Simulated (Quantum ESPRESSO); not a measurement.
Runs of Quantum ESPRESSO 7.5 on Cs7Cl. The structure is cubic, space group Fm-3m (No. 225). The conventional cell has a = 12.813 Å, b = 12.813 Å, c = 12.813 Å, α = 90.00°, β = 90.00°, γ = 90.00°. The cell was built by a generator and needn't be a form met in nature.

```csv
task,level,potentials or basis,cutoff (eV),smearing,other keys,gap on the mesh (eV),pressure (GPa)
real-space fields,revPBE+D3,JTH 2.0 LDA,490,cold 0.2 eV,-,none,1.3
single point,PBE,SSSP 1.3 efficiency PBE,748,fermi-dirac 0.05 eV,-,none,1.6
single point,PBE+D3M(BJ),PseudoDojo 0.5 SR PBE standard,789,gaussian 0.136 eV,-,none,(a)
single point,PBEsol,PseudoDojo 0.5 SR PBE stringent,1184,methfessel-paxton 0.05 eV,ecut_scale = 1.5,none,1.1
```

Alike in all rows: no spin polarisation; cell as given; k mesh 4 × 4 × 4.

Task: Fill in the values left out.

Result: (a) -1.8.

Caveats: the potentials were made for another functional, which shifts forces and pressure (some runs); pairwise dispersion overbinds metals, which lowers pressure and volume (some runs); the cutoff is low for these files, which shifts pressure and relaxed volume (some runs).

A k mesh can miss the band edges, and the runs leave out spin-orbit coupling on Cs.

A gap of «none» marks a metal or a gap under the smearing width.
